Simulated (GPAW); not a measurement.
# NiMoIrPdW (P3m1) in GPAW: a series of runs

One crystal, NiMoIrPdW, is run at these levels: PBE, vdW-DF-cx; tasks: relaxation of cell and atoms, electron localisation function, single point.

All numbers are computed with GPAW 26.7.0; they aren't measurements. Logs are shortened: lines on timing, memory, paths and dates and some standing lists are left out, and cuts for length are marked. The log counts tension as positive stress, the text compression.

## Step 1: The structure

The structure is trigonal, space group P3m1 (No. 156). Conventional cell: a = 2.761 Å, b = 2.761 Å, c = 11.341 Å, α = 90.00°, β = 90.00°, γ = 120.00°. Ni (site symmetry 3m) is surrounded by 3 W at 2.59 Å and 3 Pd at 2.68 Å and 6 Ni at 2.76 Å. Mo (site symmetry 3m) has 3 Ir at 2.66 Å and 1 W at 2.66 Å and 6 Mo at 2.76 Å as nearest neighbours. Pd (site symmetry 3m) is surrounded by 3 Ni at 2.68 Å and 6 Pd at 2.76 Å and 3 Ir at 2.84 Å. Ir (site symmetry 3m) is surrounded by 3 Mo at 2.66 Å and 6 Ir at 2.76 Å and 3 Pd at 2.84 Å. W (site symmetry 3m) is surrounded by 3 Ni at 2.59 Å and 1 Mo at 2.66 Å and 6 W at 2.76 Å.

The cell was built by a generator and needn't be a form met in nature.

## Step 2: Relaxation of cell and atoms, PBE, collinear spin, ferromagnetic start, target pressure 10 GPa, at which the enthalpy is minimised

run.py reads:

```python
from ase import Atoms
from ase.filters import FrechetCellFilter
from ase.io import write
from ase.optimize import BFGS
from ase.units import GPa
from ase.parallel import parprint
from gpaw import GPAW, PW

atoms = Atoms(['Ni', 'Mo', 'Pd', 'Ir', 'W'],
              cell=[[2.760777569, 0.0, 0.0],
                    [-1.3803887845, 2.3909035089, 0.0],
                    [0.0, 0.0, 11.34051]],
              scaled_positions=[[0.0, 0.0, 0.70917],
                                [0.6666666667, 0.3333333333, 0.29425],
                                [0.6666666667, 0.3333333333, 0.89901],
                                [0.0, 0.0, 0.10604],
                                [0.6666666667, 0.3333333333, 0.52921]],
              pbc=True)
atoms.set_initial_magnetic_moments([1.0, 1.0, 0.0, 0.6, 0.0])

calc = GPAW(mode=PW(600),
            xc='PBE',
            kpts={'size': (8, 8, 2), 'gamma': True},
            occupations={'name': 'fermi-dirac', 'width': 0.05},
            nbands=64,
            convergence={'density': 1e-05, 'forces': 0.0001},
            maxiter=150,
            txt='gpaw.txt')
atoms.calc = calc
opt = BFGS(FrechetCellFilter(atoms, scalar_pressure=10 * GPa), trajectory='relax.traj', logfile='-')
done = opt.run(fmax=0.02, steps=60)
calc.write('gs.gpw')
write('result.traj', atoms)
parprint('Converged:', done)
parprint('Cell:', atoms.cell.cellpar().round(4))
parprint('Volume:', round(atoms.get_volume(), 4))
parprint(atoms.get_scaled_positions().round(5))
```

Potentials or basis: GPAW PAW data sets (gpaw-data 1.2.1), pw.

Started as:

```console
$ OMP_NUM_THREADS=1 mpirun -n 8 gpaw python run.py
```

gpaw.txt:

```text
__  _  _
 | _ |_)|_||  |
 |__||  | ||/\| - 26.7.0

Input parameters:
  mode=PW(ecut=600.0),
  convergence={'density': 1e-05, 'forces': 0.0001},
  kpts=MonkhorstPack(size=(8, 8, 2), gamma=True),
  maxiter=150,
  nbands=64,
  occupations=Occupations(name='fermi-dirac', width=0.05),
  xc=XC(name='PBE')

Diagonalizing LCAO Hamiltonian
Converting LCAO to pw mode

           Pd

       Ni

           W

           Mo

       Ir

Atoms  # Å, Bohr magnetons
|   | symbol |        x |        y |         z |    initial magnetic moments |
|---|--------|----------|----------|-----------|-----------------------------|
| 0 |     Ni | 0.000000 | 0.000000 |  8.042349 | ( 0.0000,  0.0000,  1.0000) |
| 1 |     Mo | 1.380389 | 0.796968 |  3.336945 | ( 0.0000,  0.0000,  1.0000) |
| 2 |     Pd | 1.380389 | 0.796968 | 10.195232 | ( 0.0000,  0.0000,  0.0000) |
| 3 |     Ir | 0.000000 | 0.000000 |  1.202548 | ( 0.0000,  0.0000,  0.6000) |
| 4 |      W | 1.380389 | 0.796968 |  6.001511 | ( 0.0000,  0.0000,  0.0000) |

Unit cell  # Å
| periodic |         x |        y |         z |   lengths |     angles |
|----------|-----------|----------|-----------|-----------|------------|
|      yes |  2.760778 | 0.000000 |  0.000000 |  2.760778 |  90.000000 |
|      yes | -1.380389 | 2.390904 |  0.000000 |  2.760778 |  90.000000 |
|      yes |  0.000000 | 0.000000 | 11.340510 | 11.340510 | 120.000000 |

Number of symmetries: 6
Symmetry operations  # r_c * U_cc + t_c -> r_c
|   | kind |            matrix            |
|---|------|------------------------------|
| 0 |  σ   |  1, 1, 0,  0,-1, 0,  0, 0, 1 |
| 1 |  E   |  1, 0, 0,  0, 1, 0,  0, 0, 1 |
| 2 |  C3  |  0, 1, 0, -1,-1, 0,  0, 0, 1 |
| 3 |  σ   |  0,-1, 0, -1, 0, 0,  0, 0, 1 |
| 4 |  σ   | -1, 0, 0,  1, 1, 0,  0, 0, 1 |
| 5 |  C3  | -1,-1, 0,  1, 0, 0,  0, 0, 1 |

BZ-sampling:
  Number of BZ points: 128
  Number of IBZ points: 20

  Monkhorst-Pack size: [8, 8, 2]
  Monkhorst-Pack shift: [0.0625, 0.0625, 0.25]

K-points  # in reciprocal-cell coordinates
|     |                                coordinates |     weight |
|-----|--------------------------------------------|------------|
|   0 | (  0.00000000,   0.00000000,   0.00000000) | 0.00781250 |
|   1 | (  0.00000000,   0.00000000,   0.50000000) | 0.00781250 |
|   2 | (  0.12500000,   0.00000000,   0.00000000) | 0.04687500 |
|   3 | (  0.12500000,   0.00000000,   0.50000000) | 0.04687500 |
|   4 | (  0.25000000,  -0.12500000,   0.00000000) | 0.04687500 |
|   5 | (  0.25000000,  -0.12500000,   0.50000000) | 0.04687500 |
|   6 | (  0.25000000,   0.00000000,   0.00000000) | 0.04687500 |
|   7 | (  0.25000000,   0.00000000,   0.50000000) | 0.04687500 |
|   8 | (  0.37500000,  -0.12500000,   0.00000000) | 0.09375000 |
|   9 | (  0.37500000,  -0.12500000,   0.50000000) | 0.09375000 |
| ... |                                            |            |
|  19 | (  0.50000000,   0.50000000,   0.50000000) | 0.02343750 |

Plane wave coefficients: 2543
Cutoff: 600.0 eV

Spin-components: 2 (collinear spins)
Bands:           64
Projectors:      30
Spin-degeneracy: 1
Datatype:        complex128

Parallelization:
  kpt:    8
  domain: 1
  band:   1
[... 213 lines left out ...]
Energy contributions:
  Kinetic:          -3.210114
  Coulomb:          -6.339653
  Zero:             -0.562775
  External:          0.000000
  Xc:              -32.063638
  Entropy:          -0.042960
  Spinorbit:         0.000000
  ----------------------------
  Free energy:     -42.219139
  Extrapolated:    -42.197659

dipole moment: (2.159010, -19.310870, -0.617101)  # |e|*Ang

Total magnetic moment: (0.000000, 0.000000, 0.000018)

Local magnetic moments
|        x |        y |         z |
|----------|----------|-----------|
| 0.000000 | 0.000000 |  0.000008 |  # Ni   0
| 0.000000 | 0.000000 |  0.000010 |  # Mo   1
| 0.000000 | 0.000000 |  0.000002 |  # Pd   2
| 0.000000 | 0.000000 | -0.000004 |  # Ir   3
| 0.000000 | 0.000000 |  0.000001 |  # W    4

Fermi level: 11.592
Eigenvalues  # (at kpt = [0.000, 0.000, 0.000])
| band index |      eig [eV] | occ [0-1] |      eig [eV] | occ [0-1] |
|------------|---------------|-----------|---------------|-----------|
|          0 |       -62.109 |     1.000 |       -62.109 |     1.000 |
|        ... |               |           |               |           |
|         32 |         9.992 |     1.000 |         9.992 |     1.000 |
|         33 |        10.154 |     1.000 |        10.154 |     1.000 |
|         34 |        10.154 |     1.000 |        10.154 |     1.000 |
|         35 |        10.627 |     1.000 |        10.627 |     1.000 |
|         36 |        10.713 |     1.000 |        10.713 |     1.000 |
|         37 |        10.713 |     1.000 |        10.713 |     1.000 |
[... 8 lines left out ...]
|         46 |        15.217 |     0.000 |        15.217 |     0.000 |
|         47 |        20.248 |     0.000 |        20.248 |     0.000 |
|        ... |               |           |               |           |
|         63 |        33.217 |     0.000 |        33.217 |     0.000 |

No gap
No difference between direct/indirect transitions

Stress tensor  # eV/Ang^3
|         x |        y |         z |
|-----------|----------|-----------|
|  0.001425 | 0.000000 |  0.000000 |
| -0.000000 | 0.001425 |  0.000000 |
|  0.000000 | 0.000000 | -0.000692 |

Forces  # eV/Ang
|        x |       y |        z |
|----------|---------|----------|
| -0.00000 | 0.00000 |  0.07545 |  # Ni   0
| -0.00000 | 0.00000 |  0.22599 |  # Mo   1
| -0.00000 | 0.00000 |  0.02938 |  # Pd   2
|  0.00000 | 0.00000 | -0.28495 |  # Ir   3
| -0.00000 | 0.00000 | -0.04573 |  # W    4

Interpolating wave functions to new cell

           Pd

       Ni

           W

           Mo

       Ir

Atoms  # Å, Bohr magnetons
|   | symbol |         x |        y |         z |    initial magnetic moments |
|---|--------|-----------|----------|-----------|-----------------------------|
| 0 |     Ni | -0.000000 | 0.000000 |  8.022219 | ( 0.0000,  0.0000,  0.0000) |
| 1 |     Mo |  1.376624 | 0.794794 |  3.331366 | ( 0.0000,  0.0000,  0.0000) |
| 2 |     Pd |  1.376624 | 0.794794 | 10.168769 | ( 0.0000,  0.0000,  0.0000) |
| 3 |     Ir | -0.000000 | 0.000000 |  1.195317 | ( 0.0000,  0.0000, -0.0000) |
| 4 |      W |  1.376624 | 0.794794 |  5.985036 | ( 0.0000,  0.0000,  0.0000) |

Unit cell  # Å
| periodic |         x |         y |         z |   lengths |     angles |
|----------|-----------|-----------|-----------|-----------|------------|
|      yes |  2.753249 | -0.000000 | -0.000000 |  2.753249 |  90.000000 |
|      yes | -1.376624 |  2.384383 |  0.000000 |  2.753249 |  90.000000 |
|      yes | -0.000000 |  0.000000 | 11.310609 | 11.310609 | 120.000000 |

Number of symmetries: 6
Symmetry operations  # r_c * U_cc + t_c -> r_c
|   | kind |            matrix            |
|---|------|------------------------------|
| 0 |  σ   |  1, 1, 0,  0,-1, 0,  0, 0, 1 |
| 1 |  E   |  1, 0, 0,  0, 1, 0,  0, 0, 1 |
| 2 |  C3  |  0, 1, 0, -1,-1, 0,  0, 0, 1 |
| 3 |  σ   |  0,-1, 0, -1, 0, 0,  0, 0, 1 |
| 4 |  σ   | -1, 0, 0,  1, 1, 0,  0, 0, 1 |
| 5 |  C3  | -1,-1, 0,  1, 0, 0,  0, 0, 1 |

BZ-sampling:
  Number of BZ points: 128
  Number of IBZ points: 20

  Monkhorst-Pack size: [8, 8, 2]
  Monkhorst-Pack shift: [0.0625, 0.0625, 0.25]

K-points  # in reciprocal-cell coordinates
|     |                                coordinates |     weight |
|-----|--------------------------------------------|------------|
|   0 | (  0.00000000,   0.00000000,   0.00000000) | 0.00781250 |
|   1 | (  0.00000000,   0.00000000,   0.50000000) | 0.00781250 |
|   2 | (  0.12500000,   0.00000000,   0.00000000) | 0.04687500 |
|   3 | (  0.12500000,   0.00000000,   0.50000000) | 0.04687500 |
|   4 | (  0.25000000,  -0.12500000,   0.00000000) | 0.04687500 |
|   5 | (  0.25000000,  -0.12500000,   0.50000000) | 0.04687500 |
|   6 | (  0.25000000,   0.00000000,   0.00000000) | 0.04687500 |
|   7 | (  0.25000000,   0.00000000,   0.50000000) | 0.04687500 |
|   8 | (  0.37500000,  -0.12500000,   0.00000000) | 0.09375000 |
|   9 | (  0.37500000,  -0.12500000,   0.50000000) | 0.09375000 |
| ... |                                            |            |
|  19 | (  0.50000000,   0.50000000,   0.50000000) | 0.02343750 |
[... 2287 lines left out ...]
Local magnetic moments
|        x |        y |         z |
|----------|----------|-----------|
| 0.000000 | 0.000000 |  0.000000 |  # Ni   0
| 0.000000 | 0.000000 |  0.000000 |  # Mo   1
| 0.000000 | 0.000000 | -0.000000 |  # Pd   2
| 0.000000 | 0.000000 |  0.000000 |  # Ir   3
| 0.000000 | 0.000000 | -0.000000 |  # W    4

Fermi level: 12.304
Eigenvalues  # (at kpt = [0.000, 0.000, 0.000])
| band index |      eig [eV] | occ [0-1] |      eig [eV] | occ [0-1] |
|------------|---------------|-----------|---------------|-----------|
|          0 |       -61.345 |     1.000 |       -61.345 |     1.000 |
|        ... |               |           |               |           |
|         32 |        10.678 |     1.000 |        10.678 |     1.000 |
|         33 |        10.817 |     1.000 |        10.817 |     1.000 |
|         34 |        10.817 |     1.000 |        10.817 |     1.000 |
|         35 |        11.279 |     1.000 |        11.279 |     1.000 |
|         36 |        11.387 |     1.000 |        11.387 |     1.000 |
|         37 |        11.387 |     1.000 |        11.387 |     1.000 |
[... 8 lines left out ...]
|         46 |        16.138 |     0.000 |        16.138 |     0.000 |
|         47 |        21.457 |     0.000 |        21.457 |     0.000 |
|        ... |               |           |               |           |
|         63 |        34.342 |     0.000 |        34.342 |     0.000 |

No gap
No difference between direct/indirect transitions

Stress tensor  # eV/Ang^3
|         x |         y |         z |
|-----------|-----------|-----------|
| -0.063456 |  0.000000 |  0.000000 |
| -0.000000 | -0.063456 |  0.000000 |
| -0.000000 |  0.000000 | -0.061180 |

Forces  # eV/Ang
|        x |        y |        z |
|----------|----------|----------|
|  0.00000 |  0.00000 | -0.01818 |  # Ni   0
|  0.00000 | -0.00000 | -0.00215 |  # Mo   1
| -0.00000 |  0.00000 |  0.01756 |  # Pd   2
|  0.00000 |  0.00000 | -0.00940 |  # Ir   3
|  0.00000 | -0.00000 |  0.01200 |  # W    4

# Writing to gs.gpw (mode='')
```

It took 3.5 min on 8 MPI ranks of AMD EPYC 7R43 (Zen 3), shared host; peak memory 0.34 GiB.

Results:

```
Free energy                                            : -42.1327 eV
Relaxed volume                                         : 14.35 Å³/atom
Relaxed cell                                           : a = 2.723 Å, b = 2.723 Å, c = 11.174 Å, α = 90.00°, β = 90.00°, γ = 120.00°
Space group after relaxing (to 0.05 Å)                 : P3m1 (No. 156)
Energy change on relaxing (the enthalpy is what falls) : +16.9 meV/atom
Ionic steps                                            : 8
Pressure after relaxing                                : 10.0 GPa
Largest force after relaxing                           : 0.018 eV/Å
Band gap on the k mesh                                 : none (metal or under the smearing width)
Net moment                                             : 0.00 μB per cell
```

Forces in eV/Å, atoms in the order of the input:
```
Ni   0.000  0.000 -0.018
Mo   0.000  0.000 -0.002
Pd   0.000  0.000  0.018
Ir   0.000  0.000 -0.009
W    0.000  0.000  0.012
```

Stress tensor (GPa, compression positive):
```
10.17  0.00  0.00
 0.00 10.17  0.00
 0.00  0.00  9.80
```

The path:
```
step  energy change (eV)  largest force (eV/Å)  pressure (GPa)  volume (Å³)
   1              0.0000                0.2850           -0.12        74.86
   2              0.0009                0.2497            1.71        74.25
   3              0.0942                0.1404           10.66        71.63
   4              0.0833                0.1105           10.03        71.80
   5              0.0797                0.0671            9.81        71.85
   6              0.0800                0.0398            9.80        71.83
   7              0.0825                0.0263            9.93        71.79
   8              0.0844                0.0182           10.05        71.76
```

Final structure:
```yaml
crystal:
  lattice:
    - [2.72317, 0.00000, 0.00000]
    - [-1.36158, 2.35833, 0.00000]
    - [0.00000, 0.00000, 11.17389]
  atoms:
    - { symbol: Ni, position: [0.00000, 0.00000, 0.71097] }
    - { symbol: Mo, position: [0.66667, 0.33333, 0.29543] }
    - { symbol: Pd, position: [0.66667, 0.33333, 0.89833] }
    - { symbol: Ir, position: [0.00000, 0.00000, 0.10351] }
    - { symbol: W, position: [0.66667, 0.33333, 0.52943] }
```

Caveat: each step starts from the last one's moments, so a moment once lost doesn't come back; the stock nickel data set gives pressures a few GPa off other programs; later steps reuse the first step's grids.

[end of part 1 of 2]
